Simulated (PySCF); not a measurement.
# C₁₁H₁₈N+: NMR shifts at several levels of theory, part 2 of 2

PySCF 2.14.0. Atoms count from 0.

**6. Nuclear shieldings: KT2/pcSseg-1**

Job settings and geometry (Å):

```
{"job": {"kind": "nmr", "xc": "KT2", "basis": "pcSseg-1", "pop": false}, "charge": 1, "multiplicity": 1}
C      4.883464     1.054369    -1.235962
C      3.397450     0.786993    -1.409136
C      2.845587    -0.207239    -0.396769
C      1.360072    -0.491517    -0.574815
C      0.819407    -1.481844     0.445907
C     -0.640222    -1.864612     0.255315
N     -1.544864    -0.701249     0.392633
C     -1.960949    -0.039555    -0.703569
C     -2.757331     1.086780    -0.593214
C     -3.126012     1.534283     0.673787
C     -2.682494     0.837089     1.797734
C     -1.888819    -0.281571     1.625750
H      5.250545     1.775549    -1.980283
H      5.103350     1.465565    -0.238180
H      5.472052     0.130698    -1.350393
H      3.203679     0.410178    -2.428969
H      2.836768     1.735452    -1.328706
H      3.024543     0.171179     0.625703
H      3.407823    -1.155222    -0.467285
H      0.807449     0.464171    -0.510176
H      1.183011    -0.879874    -1.594642
H      0.968622    -1.096270     1.469671
H      1.393946    -2.421674     0.397602
H     -0.815817    -2.287299    -0.743339
H     -0.963066    -2.610900     0.994034
H     -1.638609    -0.441663    -1.664940
H     -3.083305     1.600569    -1.498726
H     -3.756857     2.419001     0.785690
H     -2.951096     1.151182     2.807413
H     -1.510398    -0.871009     2.462882
```

Method: GIAO KT2/pcSseg-1 NMR shielding, non-relativistic, gas phase.

The log of the run:

```text
coarse grid: 24168 points
cycle   1  E = -492.9043002945  dE =  1.438e+00  |g| = 6.377e-01  |ddm| = 4.904e+00
cycle   2  E = -492.5658102995  dE =  3.385e-01  |g| = 1.279e+00  |ddm| = 1.960e+00
cycle   3  E = -493.0033573465  dE = -4.375e-01  |g| = 2.584e-01  |ddm| = 1.433e+00
cycle   4  E = -493.0188574396  dE = -1.550e-02  |g| = 9.696e-02  |ddm| = 3.006e-01
cycle   5  E = -493.0212649431  dE = -2.408e-03  |g| = 3.165e-02  |ddm| = 1.202e-01
cycle   6  E = -493.0215323642  dE = -2.674e-04  |g| = 7.455e-03  |ddm| = 3.724e-02
cycle   7  E = -493.0215453138  dE = -1.295e-05  |g| = 1.679e-03  |ddm| = 8.021e-03
cycle   8  E = -493.0215459771  dE = -6.633e-07  |g| = 4.771e-04  |ddm| = 1.836e-03
final grid: 230976 points
cycle   9  E = -493.0110148909  dE = -4.403e-04  |g| = 1.739e-02  |ddm| = 1.070e-01
cycle  10  E = -493.0109429978  dE =  7.189e-05  |g| = 2.335e-02  |ddm| = 3.606e-02
cycle  11  E = -493.0110914588  dE = -1.485e-04  |g| = 2.670e-03  |ddm| = 2.374e-02
cycle  12  E = -493.0110927404  dE = -1.282e-06  |g| = 1.584e-03  |ddm| = 3.540e-03
cycle  13  E = -493.0110933369  dE = -5.965e-07  |g| = 4.442e-04  |ddm| = 1.570e-03
cycle  14  E = -493.0110933898  dE = -5.282e-08  |g| = 1.036e-04  |ddm| = 5.324e-04
cycle  15  E = -493.0110933923  dE = -2.542e-09  |g| = 3.518e-05  |ddm| = 1.257e-04
cycle  16  E = -493.0110933926  dE = -3.174e-10  |g| = 1.090e-05  |ddm| = 4.105e-05
converged SCF energy = -493.0110933926

GIAO shielding tensors (ppm)
atom      isotropic    diamagn.    paramagn.     s11        s22        s33       span
  0 C      167.047     240.757     -73.711    155.201    160.027    185.912     30.711
  1 C      154.626     248.422     -93.796    140.715    153.538    169.625     28.910
  2 C      147.563     251.119    -103.556    127.925    144.903    169.859     41.934
  3 C      151.951     257.104    -105.153    132.824    154.091    168.938     36.114
  4 C      145.356     254.543    -109.188    134.901    141.651    159.514     24.613
  5 C      114.642     254.205    -139.563     90.719     97.516    155.693     64.974
  6 N       30.352     337.158    -306.806   -101.065    -20.500    212.620    313.686
  7 C       44.475     258.864    -214.389    -42.969     38.429    137.965    180.934
  8 C       58.084     257.500    -199.416    -41.303     41.145    174.410    215.713
  9 C       42.206     253.135    -210.928    -62.759      6.382    182.997    245.756
 10 C       56.760     257.581    -200.821    -43.245     38.816    174.708    217.952
 11 C       45.646     256.035    -210.389    -40.354     34.207    143.083    183.436
 12 H       29.717      22.795       6.922     25.059     26.963     37.130     12.071
 13 H       30.191      26.309       3.882     25.968     28.558     36.047     10.079
 14 H       30.093      24.354       5.738     25.941     28.233     36.103     10.162
 15 H       29.773      31.421      -1.648     24.755     30.476     34.089      9.333
 16 H       30.001      33.815      -3.814     24.742     31.173     34.089      9.346
 17 H       30.100      35.026      -4.926     25.265     31.327     33.707      8.442
 18 H       29.765      32.960      -3.195     25.125     30.594     33.576      8.451
 19 H       30.532      40.635     -10.103     24.410     31.128     36.060     11.650
 20 H       30.026      37.098      -7.072     25.549     30.936     33.594      8.046
 21 H       29.341      36.302      -6.960     24.317     30.133     33.574      9.256
 22 H       28.955      32.897      -3.943     24.179     28.325     34.360     10.181
 23 H       27.075      32.954      -5.879     23.606     26.488     31.130      7.525
 24 H       26.397      30.510      -4.113     22.302     25.901     30.988      8.687
 25 H       23.117      34.659     -11.543     19.205     22.403     27.743      8.538
 26 H       23.269      29.802      -6.533     19.969     23.957     25.882      5.913
 27 H       22.779      27.268      -4.489     19.736     23.375     25.226      5.489
 28 H       23.169      28.332      -5.164     19.845     24.000     25.660      5.815
 29 H       23.017      32.057      -9.040     18.536     22.500     28.016      9.480
```

Wall time 34 s (8 threads of Intel Xeon 6975P-C (Granite Rapids), shared host).

In short: δ C9 141.0, C7 138.2, C8 125.8, C5 68.6, H27 8.40, H25 8.11 ppm (means over like atoms).

**7. NMR shieldings: HF/pcSseg-1**

The job, as its differences from that of step 6:

```diff
@@ -1,2 +1,2 @@
-{"job": {"kind": "nmr", "xc": "KT2", "basis": "pcSseg-1", "pop": false}, "charge": 1, "multiplicity": 1}
+{"job": {"kind": "nmr", "xc": "HF", "basis": "pcSseg-1", "pop": false}, "charge": 1, "multiplicity": 1}
 C      4.883464     1.054369    -1.235962
```

With the program's defaults for keys left out, this is: GIAO HF/pcSseg-1 NMR shielding, non-relativistic, gas phase.

The log of the run:

```text
final grid: 230976 points
cycle   1  E = -480.9921833508  dE =  3.438e+00  |g| = 7.582e-01  |ddm| = 4.668e+00
cycle   2  E = -481.1577999563  dE = -1.656e-01  |g| = 3.774e-01  |ddm| = 1.037e+00
cycle   3  E = -481.1891196926  dE = -3.132e-02  |g| = 1.329e-01  |ddm| = 3.907e-01
cycle   4  E = -481.1939449779  dE = -4.825e-03  |g| = 3.441e-02  |ddm| = 1.607e-01
cycle   5  E = -481.1942552104  dE = -3.102e-04  |g| = 4.973e-03  |ddm| = 3.238e-02
cycle   6  E = -481.1942709136  dE = -1.570e-05  |g| = 2.199e-03  |ddm| = 8.798e-03
cycle   7  E = -481.1942751048  dE = -4.191e-06  |g| = 1.083e-03  |ddm| = 4.234e-03
cycle   8  E = -481.1942763498  dE = -1.245e-06  |g| = 5.008e-04  |ddm| = 2.242e-03
cycle   9  E = -481.1942767024  dE = -3.525e-07  |g| = 1.639e-04  |ddm| = 1.506e-03
cycle  10  E = -481.1942767313  dE = -2.889e-08  |g| = 5.085e-05  |ddm| = 4.412e-04
cycle  11  E = -481.1942767333  dE = -2.052e-09  |g| = 1.522e-05  |ddm| = 1.251e-04
cycle  12  E = -481.1942767335  dE = -1.457e-10  |g| = 3.948e-06  |ddm| = 3.755e-05
converged SCF energy = -481.1942767335

GIAO shielding tensors (ppm)
atom      isotropic    diamagn.    paramagn.     s11        s22        s33       span
  0 C      175.355     237.660     -62.304    164.970    170.004    191.092     26.123
  1 C      166.873     244.943     -78.070    155.428    164.826    180.365     24.937
  2 C      160.299     248.780     -88.481    142.846    156.699    181.353     38.507
  3 C      164.218     253.670     -89.451    147.728    164.376    180.551     32.824
  4 C      159.923     250.004     -90.082    150.516    156.195    173.056     22.540
  5 C      130.267     247.266    -116.999    110.080    114.344    166.377     56.298
  6 N       30.906     338.901    -307.995   -131.055    -17.030    240.803    371.858
  7 C       32.245     255.349    -223.103    -78.286     22.841    152.181    230.467
  8 C       60.046     258.463    -198.417    -53.295     45.956    187.476    240.771
  9 C       26.738     256.005    -229.267   -101.538    -10.865    192.616    294.154
 10 C       58.973     258.959    -199.986    -54.796     44.130    187.585    242.381
 11 C       33.891     253.224    -219.333    -75.858     21.192    156.339    232.197
 12 H       30.234      23.722       6.512     25.105     27.171     38.427     13.322
 13 H       30.675      25.815       4.860     25.889     28.999     37.136     11.247
 14 H       30.571      24.829       5.741     25.855     28.650     37.206     11.351
 15 H       30.546      31.537      -0.990     25.018     31.038     35.583     10.565
 16 H       30.807      32.759      -1.952     24.994     31.803     35.622     10.628
 17 H       30.837      34.533      -3.696     25.230     32.099     35.182      9.952
 18 H       30.507      33.694      -3.186     25.031     31.270     35.222     10.191
 19 H       31.510      39.189      -7.679     24.503     32.442     37.586     13.083
 20 H       30.726      36.874      -6.149     25.527     31.694     34.956      9.430
 21 H       30.108      35.500      -5.392     24.585     30.741     34.998     10.412
 22 H       29.774      33.734      -3.960     24.286     28.901     36.134     11.849
 23 H       27.632      32.645      -5.013     23.833     26.759     32.304      8.470
 24 H       27.139      31.655      -4.516     22.492     26.220     32.706     10.214
 25 H       22.962      33.509     -10.547     18.707     22.046     28.132      9.425
 26 H       23.513      29.726      -6.212     19.510     24.751     26.279      6.770
 27 H       22.450      27.249      -4.800     19.073     22.805     25.471      6.398
 28 H       23.433      28.346      -4.914     19.390     24.829     26.079      6.690
 29 H       22.851      31.461      -8.610     17.939     22.235     28.377     10.438
```

Run time: 29 s. Hardware: 8 threads of Intel Xeon 6975P-C (Granite Rapids), shared host.

This run: δ C9 164.1, C7 157.8, C8 131.3, C5 60.6, H27 9.24, H25 8.78 ppm (means over like atoms).

**8. Side by side: NMR shifts**

Shifts (ppm) of some atoms, chosen among heavy atoms and hydrogens apart, means over like atoms, with basis size and wall time:

| run | C9 | C7 | C8 | C5 | H27 | H25 | N6 | functions | time |
| --- | --- | --- | --- | --- | --- | --- | --- | --- | --- |
| PBE0/pcSseg-1 | 155.0 | 149.7 | 135.7 | 67.5 | 8.83 | 8.41 | 244.4 | 294 | 54 s |
| PBE/pcSseg-1 | 150.6 | 145.5 | 134.6 | 69.8 | 8.61 | 8.22 | 246.4 | 294 | 45 s |
| wB97X-D/pcSseg-1 | 157.3 | 151.8 | 136.2 | 67.1 | 8.89 | 8.45 | 242.6 | 294 | 73 s |
| KT2/pcSseg-1 | 141.0 | 138.2 | 125.8 | 68.6 | 8.40 | 8.11 | 234.0 | 294 | 34 s |
| HF/pcSseg-1 | 164.1 | 157.8 | 131.3 | 60.6 | 9.24 | 8.78 | 234.8 | 294 | 29 s |

**9. What came out**

What follows sums up all 2 parts.

| quantity | value |
| --- | --- |
| point group | C1 |
| rotational constants (main isotopes) | 1.71, 0.39, 0.36 GHz |
| ¹³C shifts against TMS (PBE0/pcSseg-1, means over atoms taken as alike) | 155.0, 149.7, 135.7, 67.5, 35.4, 34.2, 30.0, 26.9, 15.7 ppm |
| ¹H shifts against TMS (PBE0/pcSseg-1, means over atoms taken as alike) | 8.83, 8.41, 8.29, 4.41, 1.93, 1.18, 1.17, 1.15, 0.78 ppm |
| ¹⁵N shifts against NH3 (PBE0/pcSseg-1) | 244.4 ppm |
| range of the shift of C9 | 141.0 to 164.1 ppm |

Single values in the summary come from the first sound run of each kind (PBE0/pcSseg-1), which need not be the best level. Relaxing lowered the energy by 0.101 eV in 7 steps; the close pair that moved most is C5–N6, from 1.452 to 1.480 Å. No frequency check was run at this level, so the end point may be a saddle. At PBE0/pcSseg-1: The widest tensor belongs to N6: span 343 ppm, with a paramagnetic part of -316 ppm. NICS(1)zz of -27 ppm above the planar ring from N6 marks a diatropic (aromatic) ring current. Across the 5 runs the shift of C9 moves most, between 141.0 (KT2/pcSseg-1) and 164.1 ppm (HF/pcSseg-1). Part of that comes from the computed reference.
